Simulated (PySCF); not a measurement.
# InN₄H₈−: NMR shieldings

What do calculations give for the NMR shieldings of InN₄H₈− (`[NH2][In-]([NH2])([NH2])[NH2]`)?

Programs: PySCF 2.14.0, with routines of our own; each step states its level. All values are computed. Atoms count from 0.

## Step 1: The starting structure

13 atoms, charge -1, multiplicity 1; geometry from: GFN2-xTB.

## Step 2: Relaxing the molecule at PBE0-D3(BJ)/def2-SVP

The job: settings as JSON, then the geometry in Å.

```
{"job": {"xc": "PBE0", "basis": "def2-SVP", "d3": "d3bj", "grid": 1, "maxiter": 30, "shake": 0.03, "kind": "geom"}, "charge": -1, "multiplicity": 1}
In     0.063310    -0.072580     0.016920
N     -0.000930     0.389660     2.091470
H      0.623920    -0.271850     2.453550
H     -0.786900     0.075280     2.423280
N      1.990750    -0.502830    -0.591610
H      2.564150     0.187720    -0.042270
H      2.109170    -0.170180    -1.524260
N     -0.646260     1.719750    -1.094410
H     -0.506710     2.512200    -0.409240
H     -1.716180     1.610780    -1.031440
N     -1.344050    -1.618040    -0.419730
H     -1.501820    -1.499650    -1.418870
H     -0.817810    -2.412360    -0.431190
```

The run is started by

```
$ OMP_NUM_THREADS=1 python heavy_run.py task.json out
```

This one command runs all jobs of the session in turn.

What it wrote:

```text
step   0  E = -413.54008959  max force = 0.126800
step   1  E = -413.56832682  max force = 0.009036
step   2  E = -413.56922361  max force = 0.003312
step   3  E = -413.56955248  max force = 0.001410
step   4  E = -413.56962666  max force = 0.001219
step   5  E = -413.56968195  max force = 0.000488
step   6  E = -413.56970614  max force = 0.000623
step   7  E = -413.56974588  max force = 0.001295
step   8  E = -413.56980686  max force = 0.001770
step   9  E = -413.56989851  max force = 0.001577
step  10  E = -413.56999794  max force = 0.000885
step  11  E = -413.57012550  max force = 0.001278
step  12  E = -413.57018025  max force = 0.001374
step  13  E = -413.57021899  max force = 0.000879
step  14  E = -413.57023314  max force = 0.000385
optimisation converged
```

It took 1.7 min on 1 thread of Intel Xeon Platinum 8488C, shared host; peak memory 0.51 GiB.

The steps of the relaxation:

```tsv
step	energy from step 0 (eV)	largest force component (eV/Å)
0	0.0000	6.5203
1	-0.7684	0.4646
2	-0.7928	0.1703
3	-0.8017	0.0725
4	-0.8037	0.0627
5	-0.8052	0.0251
6	-0.8059	0.0320
7	-0.8070	0.0666
8	-0.8086	0.0910
9	-0.8111	0.0811
10	-0.8138	0.0455
11	-0.8173	0.0657
12	-0.8188	0.0707
13	-0.8199	0.0452
14	-0.8202	0.0198
```

Close pairs (by a distance rule), those that changed most:

```tsv
bond	before (Å)	after (Å)	change (Å)
N1–H3	0.909	1.024	+0.114
In0–N7	2.225	2.143	-0.082
In0–N4	2.067	2.144	+0.077
N10–H12	0.953	1.023	+0.071
N7–H9	1.077	1.024	-0.053
N1–H2	0.979	1.024	+0.044
N7–H8	1.057	1.024	-0.033
N4–H5	1.052	1.024	-0.028
```

The final coordinates are the input of the step that follows.

```tsv
at the end point	value
point group (found at 0.08 Å tolerance)	S4
rotational constants (GHz, main isotopes)	2.519, 2.378, 2.371
```

## Step 3: NMR shieldings: PBE0/pcSseg-1 In:us-x2c-TZVPall-2c, spin–orbit

The job: settings as JSON, then the geometry in Å.

```
{"job": {"kind": "hnmr", "xc": "PBE0", "basis": {"default": "pcSseg-1", "In": "us-x2c-TZVPall-2c"}, "rel": "so"}, "charge": -1, "multiplicity": 1}
In     0.003737    -0.008868     0.001590
N     -0.004263     0.285909     2.124017
H      0.487027    -0.505437     2.548327
H     -0.969875     0.164538     2.440947
N      2.073675    -0.185861    -0.526809
H      2.542298     0.660719    -0.191811
H      2.131239    -0.099973    -1.545519
N     -0.945153     1.616944    -1.022036
H     -0.567652     2.483029    -0.627474
H     -1.925011     1.629628    -0.725198
N     -1.117276    -1.743193    -0.569921
H     -1.105099    -1.785665    -1.592760
H     -0.573009    -2.563870    -0.291153
```

Method: PBE0/pcSseg-1 In:us-x2c-TZVPall-2c GIAO NMR shielding, X2C with spin-orbit coupling, screened-nuclear two-electron part, Gaussian nuclei, gas phase.

What it wrote:

```text
spin-free SCF
coarse grid: 48344 points
cycle   1  E = -6104.1500141337  dE = -2.999e-01  |g| = 9.355e-01  |ddm| = 2.410e+02
cycle   2  E = -6103.9311284785  dE =  2.189e-01  |g| = 1.366e+00  |ddm| = 2.073e+00
cycle   3  E = -6104.3457273114  dE = -4.146e-01  |g| = 6.476e-02  |ddm| = 1.231e+00
cycle   4  E = -6104.3463923416  dE = -6.650e-04  |g| = 3.659e-02  |ddm| = 1.009e-01
cycle   5  E = -6104.3465546706  dE = -1.623e-04  |g| = 6.572e-03  |ddm| = 3.425e-02
cycle   6  E = -6104.3465595005  dE = -4.830e-06  |g| = 9.193e-04  |ddm| = 5.140e-03
final grid: 100992 points
cycle   7  E = -6104.3452464376  dE = -5.655e-07  |g| = 1.526e-03  |ddm| = 2.379e-03
cycle   8  E = -6104.3452463812  dE =  5.641e-08  |g| = 1.303e-03  |ddm| = 2.092e-03
cycle   9  E = -6104.3452465777  dE = -1.965e-07  |g| = 3.910e-04  |ddm| = 1.289e-03
cycle  10  E = -6104.3452465938  dE = -1.606e-08  |g| = 1.584e-04  |ddm| = 3.410e-04
cycle  11  E = -6104.3452465988  dE = -5.046e-09  |g| = 2.457e-05  |ddm| = 1.448e-04
converged SCF energy = -6104.3452465988
two-component SCF
cycle   1  E = -6103.7741130915  dE = -6.104e+03  |FDS-SDF| = 4.098e+01
cycle   2  E = -6105.0685706941  dE = -1.294e+00  |FDS-SDF| = 3.002e-01
cycle   3  E = -6105.0689415064  dE = -3.708e-04  |FDS-SDF| = 7.736e-03
cycle   4  E = -6105.0689439250  dE = -2.419e-06  |FDS-SDF| = 3.590e-03
cycle   5  E = -6105.0689444040  dE = -4.790e-07  |FDS-SDF| = 1.126e-03
cycle   6  E = -6105.0689445224  dE = -1.184e-07  |FDS-SDF| = 2.712e-04
cycle   7  E = -6105.0689445355  dE = -1.319e-08  |FDS-SDF| = 9.618e-05
cycle   8  E = -6105.0689445376  dE = -2.054e-09  |FDS-SDF| = 1.539e-05
converged, E = -6105.0689445376

Field gradients (au) and densities at the nuclei (bohr^-3)
atom        Vxx        Vyy        Vzz        centre      nuclear mean
  0 In     0.0468     0.0619    -0.1087     159535.279     158531.856
  1 N      0.1355     0.6424    -0.7780        185.933        185.933
  2 H     -0.1762    -0.2268     0.4030          0.378          0.378
  3 H     -0.1747    -0.2279     0.4026          0.378          0.378
  4 N      0.1325     0.6402    -0.7726        185.938        185.938
  5 H     -0.1757    -0.2260     0.4018          0.377          0.377
  6 H     -0.1744    -0.2271     0.4015          0.378          0.378
  7 N      0.1343     0.6417    -0.7760        185.936        185.935
  8 H     -0.1745    -0.2273     0.4017          0.378          0.378
  9 H     -0.1757    -0.2263     0.4020          0.378          0.378
 10 N      0.1345     0.6413    -0.7757        185.934        185.934
 11 H     -0.1759    -0.2263     0.4022          0.377          0.377
 12 H     -0.1750    -0.2278     0.4028          0.378          0.378
without picture change
  0 In                          -0.1233                    321423.612

Core orbital energies (eV)
atom   shell        mean    spread
  0 In 1s       -27789.650   0.000
  0 In 2s        -4178.332   0.000
  0 In 3s         -797.720   0.000
  0 In 4s         -119.685   0.000
  0 In 2p1/2     -3893.009   0.000
  0 In 2p3/2     -3682.551   0.002
  0 In 3p1/2      -682.372   0.000
  0 In 3p3/2      -643.937   0.007
  0 In 4p1/2       -81.543   0.000
  0 In 4p3/2       -74.811   0.009
  0 In 3d3/2      -440.376   0.006
  0 In 3d5/2      -432.654   0.008
  0 In 4d3/2       -15.634   0.014
  0 In 4d5/2       -14.761   0.193

Shielding tensors (ppm)
atom      isotropic    diamagn.    paramagn.     s11        s22        s33       span
  0 In     3673.75     4626.16     -952.41    3640.42    3689.71    3691.13      50.72
  1 N       275.34      313.06      -37.73     241.54     281.33     303.15      61.60
  2 H        33.31       31.69        1.62      24.80      29.67      45.45      20.66
  3 H        33.55       31.76        1.78      25.28      29.61      45.76      20.49
  4 N       275.51      313.14      -37.63     241.88     281.11     303.55      61.66
  5 H        33.32       31.70        1.62      24.79      29.76      45.41      20.61
  6 H        33.55       31.76        1.79      25.28      29.61      45.76      20.48
  7 N       275.31      313.10      -37.79     241.86     280.93     303.12      61.26
  8 H        33.56       31.78        1.78      25.31      29.59      45.77      20.46
  9 H        33.31       31.70        1.62      24.79      29.75      45.40      20.61
 10 N       275.37      313.07      -37.70     241.68     281.20     303.22      61.55
 11 H        33.31       31.68        1.63      24.78      29.76      45.39      20.61
 12 H        33.54       31.74        1.80      25.27      29.55      45.80      20.53
```

It took 1.8 min on 1 thread of Intel Xeon Platinum 8488C, shared host; peak memory 1.4 GiB.

Key values:

```tsv
quantity	value
energy from spin-orbit coupling	-0.7237 Eh
```

## Step 4: NMR shieldings: PBE0/pcSseg-1 In:us-x2c-TZVPall-2c, spin-free

Settings changed since step 3:

```diff
@@ -1,2 +1,2 @@
-{"job": {"kind": "hnmr", "xc": "PBE0", "basis": {"default": "pcSseg-1", "In": "us-x2c-TZVPall-2c"}, "rel": "so"}, "charge": -1, "multiplicity": 1}
+{"job": {"kind": "hnmr", "xc": "PBE0", "basis": {"default": "pcSseg-1", "In": "us-x2c-TZVPall-2c"}, "rel": "sf"}, "charge": -1, "multiplicity": 1}
 In     0.003737    -0.008868     0.001590
```

Method: PBE0/pcSseg-1 In:us-x2c-TZVPall-2c GIAO NMR shielding, spin-free X2C, Gaussian nuclei, gas phase.

What it wrote:

```text
spin-free SCF
coarse grid: 48344 points
cycle   1  E = -6104.1500141337  dE = -2.999e-01  |g| = 9.355e-01  |ddm| = 2.410e+02
cycle   2  E = -6103.9311284785  dE =  2.189e-01  |g| = 1.366e+00  |ddm| = 2.073e+00
cycle   3  E = -6104.3457273114  dE = -4.146e-01  |g| = 6.476e-02  |ddm| = 1.231e+00
cycle   4  E = -6104.3463923416  dE = -6.650e-04  |g| = 3.659e-02  |ddm| = 1.009e-01
cycle   5  E = -6104.3465546706  dE = -1.623e-04  |g| = 6.572e-03  |ddm| = 3.425e-02
cycle   6  E = -6104.3465595005  dE = -4.830e-06  |g| = 9.193e-04  |ddm| = 5.140e-03
final grid: 100992 points
cycle   7  E = -6104.3452464376  dE = -5.655e-07  |g| = 1.526e-03  |ddm| = 2.379e-03
cycle   8  E = -6104.3452463812  dE =  5.641e-08  |g| = 1.303e-03  |ddm| = 2.092e-03
cycle   9  E = -6104.3452465777  dE = -1.965e-07  |g| = 3.910e-04  |ddm| = 1.289e-03
cycle  10  E = -6104.3452465938  dE = -1.606e-08  |g| = 1.584e-04  |ddm| = 3.410e-04
cycle  11  E = -6104.3452465988  dE = -5.046e-09  |g| = 2.457e-05  |ddm| = 1.448e-04
converged SCF energy = -6104.3452465988
check of the scalar solution
cycle   1  E = -6104.3452465988  dE = -6.104e+03  |FDS-SDF| = 3.996e+00
cycle   2  E = -6104.3461050169  dE = -8.584e-04  |FDS-SDF| = 2.381e-03
cycle   3  E = -6104.3461050173  dE = -4.275e-10  |FDS-SDF| = 8.471e-05
converged, E = -6104.3461050173

Field gradients (au) and densities at the nuclei (bohr^-3)
atom        Vxx        Vyy        Vzz        centre      nuclear mean
  0 In     0.0469     0.0620    -0.1090     159450.737     158447.315
  1 N      0.1352     0.6427    -0.7780        185.933        185.933
  2 H     -0.1762    -0.2269     0.4030          0.378          0.378
  3 H     -0.1747    -0.2279     0.4026          0.378          0.378
  4 N      0.1322     0.6405    -0.7727        185.938        185.938
  5 H     -0.1758    -0.2260     0.4018          0.377          0.377
  6 H     -0.1744    -0.2271     0.4015          0.378          0.378
  7 N      0.1340     0.6420    -0.7760        185.936        185.935
  8 H     -0.1745    -0.2273     0.4018          0.378          0.378
  9 H     -0.1757    -0.2263     0.4020          0.378          0.378
 10 N      0.1342     0.6416    -0.7757        185.934        185.934
 11 H     -0.1759    -0.2263     0.4022          0.377          0.377
 12 H     -0.1750    -0.2279     0.4028          0.378          0.378
without picture change
  0 In                          -0.1236                    321433.986

Core orbital energies (eV)
atom   shell        mean    spread
  0 In 1s       -27791.008   0.000
  0 In 2s        -4178.596   0.000
  0 In 3s         -797.778   0.000
  0 In 4s         -119.693   0.000
  0 In 2p        -3750.303   0.003
  0 In 3p         -656.331   0.011
  0 In 4p          -76.974   0.014
  0 In 3d         -435.763   0.010
  0 In 4d          -15.109   0.281

Shielding tensors (ppm)
atom      isotropic    diamagn.    paramagn.     s11        s22        s33       span
  0 In     2873.75     5002.43    -2128.68    2839.07    2890.44    2891.75      52.68
  1 N       276.13      312.66      -36.53     242.95     279.50     305.94      62.99
  2 H        33.28       31.70        1.59      24.78      29.58      45.49      20.71
  3 H        33.53       31.78        1.76      25.28      29.51      45.80      20.52
  4 N       276.27      312.73      -36.46     243.23     279.30     306.30      63.07
  5 H        33.30       31.71        1.58      24.78      29.66      45.44      20.66
  6 H        33.53       31.77        1.76      25.29      29.51      45.80      20.51
  7 N       276.09      312.69      -36.60     243.20     279.12     305.96      62.76
  8 H        33.54       31.79        1.75      25.32      29.50      45.81      20.49
  9 H        33.29       31.71        1.58      24.78      29.65      45.44      20.66
 10 N       276.18      312.66      -36.48     243.10     279.44     306.01      62.91
 11 H        33.28       31.69        1.59      24.77      29.66      45.42      20.66
 12 H        33.52       31.75        1.77      25.28      29.46      45.84      20.56
```

Run time: 44 s. Hardware: 1 thread of Intel Xeon Platinum 8488C, shared host; peak memory 1.3 GiB.

## Step 5: Shieldings side by side

```tsv
run	In0	N10	N1	N7	N4	H5	H9	time
step 3, PBE0/pcSseg-1 In:us-x2c-TZVPall-2c, spin–orbit	3673.8	275.4	275.3	275.3	275.5	33.3	33.3	1.8 min
step 4, PBE0/pcSseg-1 In:us-x2c-TZVPall-2c, spin-free	2873.8	276.2	276.1	276.1	276.3	33.3	33.3	44 s
```

## Step 6: Results

```
                                                                                quantity                                                    value
                                                                             point group                                                       S4
                                                    rotational constants (main isotopes)                                     2.52, 2.38, 2.37 GHz
energy from spin-orbit coupling (step 3, PBE0/pcSseg-1 In:us-x2c-TZVPall-2c, spin–orbit)                                               -0.7237 Eh
                     shieldings (step 3, PBE0/pcSseg-1 In:us-x2c-TZVPall-2c, spin–orbit)  In0 3673.8, N1 275.3, N4 275.5, N7 275.3, N10 275.4 ppm
                      shieldings (step 4, PBE0/pcSseg-1 In:us-x2c-TZVPall-2c, spin-free)  In0 2873.8, N1 276.1, N4 276.3, N7 276.1, N10 276.2 ppm
```

What this shows: The start was shaken at random, so part of the energy gained undoes that. Relaxing lowered the energy by 0.820 eV in 14 steps; the close pair that moved most is N1–H3, from 0.909 to 1.024 Å. A contracted two-component basis is stiff near heavy nuclei, so the absolute shieldings of the heavy atoms from it are rough. In0 moves most between the runs, by 800 ppm; the labels say what changes from run to run.
